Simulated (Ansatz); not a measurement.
The same calculation of Bi2Se3, space group R-3m as a Python script and as an input file (the Python package of Ansatz (0.2.0)).

The cells in order, each with its output:

```python
from pathlib import Path

import ansatz as az
from ase.data import atomic_numbers
import numpy as np
import spglib
```

```python
def edges_and_angles(cell):
    cell = np.asarray(cell)
    a, b, c = np.linalg.norm(cell, axis=1)
    cosines = cell[1] @ cell[2] / (b * c), cell[0] @ cell[2] / (a * c), cell[0] @ cell[1] / (a * b)
    return (a, b, c, *np.degrees(np.arccos(cosines)))
```

```python
crystal = (
    az.Lattice.of((2.0715, 1.19598, 9.54533), (-2.0715, 1.19598, 9.54533), (0.0, -2.39196, 9.54533))
    .atom("Bi", (0.4008, 0.4008, 0.4008))
    .atom("Bi", (0.5992, 0.5992, 0.5992))
    .atom("Se", (0.0, 0.0, 0.0))
    .atom("Se", (0.2117, 0.2117, 0.2117))
    .atom("Se", (0.7883, 0.7883, 0.7883))
)
```

```python
# part of the cell is held
model = (
    crystal.calculation()
    .occupations("fixed")
    .kpoints(6, 6, 6)
    .relax(max_steps=40, fix_cell=["c/a", "angles"])
    .density()
    .potential()
    .electron_localization_function()
    .output_files(volumetric_format="npy")
)
steps = []
```

```python
def collect(event):
    if event["event"] == "relax_step":
        steps.append(event["data"])
```

```python
out = model.session().plan().execute(on_event=collect)
summary = out.report

out.unlabelled_reasons
```

    DeckWarning: basis.ecutwfc = 420 eV, auto-derived from the records' recommended cutoffs: set by Bi (normal level)
    DeckWarning: crystal.symmetry: narrowed to the stabiliser of the fixed cell quantities (relax.cell.fix) — unitary ops 12 → 4. The narrowing is safe, since a smaller group never makes results wrong: [...]

```python
print("step   energy (eV)     max comp. (eV/A)   P (GPa)  SCF")
for s in steps:
    print(f"{s['step']:4d} {s['lagrangian_ev']:15.5f} {s['allowed_force_max_ev_ang']:12.4f} {s['pressure_gpa']:10.3f} {s['n_scf']:5d}")
```

    step   energy (eV)     max comp. (eV/A)   P (GPa)  SCF
       1    -41202.21467       0.1811      2.525     7
       2    -41202.24028       0.3849     -1.607     7
       3    -41202.27200       0.0045     -0.093     7
       4    -41202.27216       0.0018      0.005     6
       5    -41202.27326       0.0017     -0.000     9

```python
first, last = steps[0], steps[-1]
symbols = [site.symbol for site in out.lattice.sites]
print(f"energy gained {first['lagrangian_ev'] - last['lagrangian_ev']:.4f} eV in {len(steps) - 1} steps")
for label, vectors in (("before", first["cell_ang"]), ("after", out.lattice.cell_ang)):
    print(label, "a b c (A) {:.4f} {:.4f} {:.4f}  angles {:.2f} {:.2f} {:.2f}".format(*edges_and_angles(vectors)), f" V = {abs(np.linalg.det(vectors)):.3f} A^3")
print("final stress xx yy zz (GPa, compression positive):", np.round(np.diag(summary["stress_gpa"]), 3) + 0.0)
```

    energy gained 0.0586 eV in 4 steps
    before a b c (A) 9.8405 9.8405 9.8405  angles 24.30 24.30 24.30  V = 141.890 A^3
    after a b c (A) 10.0391 10.0391 10.0391  angles 24.30 24.30 24.30  V = 150.657 A^3
    final stress xx yy zz (GPa, compression positive): [-0.311 -0.311  0.621]

```python
fractions = [site.position_frac for site in out.lattice.sites]
numbers = [atomic_numbers[s] for s in symbols]
for tolerance in (1e-3, 1e-2, 1e-1):
    print(f"space group at {tolerance} A:", spglib.get_spacegroup((out.lattice.cell_ang, fractions, numbers), symprec=tolerance))
```

    space group at 0.001 A: R-3m (166)
    space group at 0.01 A: R-3m (166)
    space group at 0.1 A: R-3m (166)

```python
change = np.array(last["positions_ang"]) @ np.linalg.inv(last["cell_ang"]) - np.array(first["positions_ang"]) @ np.linalg.inv(first["cell_ang"])
moved = np.linalg.norm(change @ np.array(last["cell_ang"]), axis=1)
print("displacement within the cell, strain taken out (A):", " ".join(f"{s}:{d:.3f}" for s, d in zip(symbols, moved)))
```

    displacement within the cell, strain taken out (A): Bi:0.051 Bi:0.051 Se:0.000 Se:0.088 Se:0.088

```python
print("atom   start x y z (A)              end x y z (A)")
for symbol, a, b in zip(symbols, first["positions_ang"], last["positions_ang"]):
    print(f"{symbol:3s}", " ".join(f"{v:8.4f}" for v in a), "  ", " ".join(f"{v:8.4f}" for v in b))
```

    atom   start x y z (A)              end x y z (A)
    Bi    0.0000   0.0000  11.4773      0.0000  -0.0000  11.6579
    Bi    0.0000   0.0000  17.1587      0.0000  -0.0000  17.5561
    Se    0.0000   0.0000   0.0000      0.0000   0.0000  -0.0000
    Se    0.0000   0.0000   6.0622      0.0000  -0.0000   6.2728
    Se    0.0000   0.0000  22.5738      0.0000  -0.0000  22.9413

```python
print("relaxed fractional positions")
for site in out.lattice.sites:
    print(f"  {site.symbol:2s}", " ".join(f"{v % 1:8.5f}" for v in np.round(site.position_frac, 5)))
```

    relaxed fractional positions
      Bi  0.39905  0.39905  0.39905
      Bi  0.60095  0.60095  0.60095
      Se  0.00000  0.00000  0.00000
      Se  0.21472  0.21472  0.21472
      Se  0.78528  0.78528  0.78528

```python
for key in ("converged", "n_iterations", "n_electrons", "n_kpoints", "n_pw", "n_symmetry_ops", "free_energy_ev", "fermi_energy_ev"):
    print(f"{key:18s} {summary[key]}")
```

    converged          True
    n_iterations       9
    n_electrons        78.0
    n_kpoints          68
    n_pw               2943
    n_symmetry_ops     4
    free_energy_ev     -41202.2732551354
    fermi_energy_ev    8.005418286778411

```python
folder = Path(out.write_results("fields"))
print("densities in e/A^3, potentials in eV, ELF without unit")
for name in sorted(p.name for p in folder.glob("*.npy")):
    field = np.load(folder / name)
    print(f"{name:16s} {str(field.shape):16s} min {field.min():10.4f}  mean {field.mean():10.4f}  max {field.max():10.4f}")
```

    densities in e/A^3, potentials in eV, ELF without unit
    elf.npy          (30, 72, 30)     min     0.0055  mean     0.3297  max     0.8599
    rho.npy          (30, 72, 30)     min     0.0079  mean     0.5177  max    45.3884
    v_es.npy         (30, 72, 30)     min   -96.5420  mean     5.1948  max    13.1277
    v_tot.npy        (30, 72, 30)     min  -122.4739  mean    -3.9786  max    10.0914

`input.yaml`:
```yaml
crystal:
  lattice:
    - [2.0715, 1.19598, 9.54533]
    - [-2.0715, 1.19598, 9.54533]
    - [0.0, -2.39196, 9.54533]
  atoms:
    - { symbol: Bi, position: [0.4008, 0.4008, 0.4008] }
    - { symbol: Bi, position: [0.5992, 0.5992, 0.5992] }
    - { symbol: Se, position: [0.0, 0.0, 0.0] }
    - { symbol: Se, position: [0.2117, 0.2117, 0.2117] }
    - { symbol: Se, position: [0.7883, 0.7883, 0.7883] }
kpoints:
  mp_grid:
    grid: [6, 6, 6]
scf:
  occupations:
    method: fixed
relax:
  max_steps: 40
  cell:
    fix: [c/a, angles]
output:
  write_density: true
  write_potential: true
  volumetric_format: npy
  elf: true
```

Notes:
- Absolute energies stand on the zero of these potentials, so only differences at equal settings mean something. A total without «per atom» is that of the whole cell that was run.
- Under fixed occupations the level called the Fermi level is the highest filled one on the SCF mesh; off the mesh a filled band can lie a little above it.
- An absolute Fermi energy rests on an arbitrary zero of the periodic potential and has no direct meaning.
- Energies along a relaxation are free energies. Rows at an unchanged volume are solved on a plane-wave basis chosen afresh for that cell, so the energy can jump there; the script counts such rows among its steps.
- Edges and angles are those of the cell as typed, here a primitive one, not of the conventional cell.
- Spin-orbit coupling, which matters for elements this heavy, is left out.
- No functional is typed, so the default, PBE, holds.
- Densities and potentials on the grid are those of the valence electrons, and inside the cores they hang on the potentials used.
- The starting cell is as deposited in a crystallographic database; the results hold for this polymorph, which needn't be the stable one.
- Warnings are shown shortened and without file and line.
- Hardware and time: 3 min on 1 thread of Intel(R) Xeon(R) Platinum 8259CL CPU @ 2.50GHz (Skylake/Cascade Lake), with other jobs on the host, peak memory 0.75 GiB.
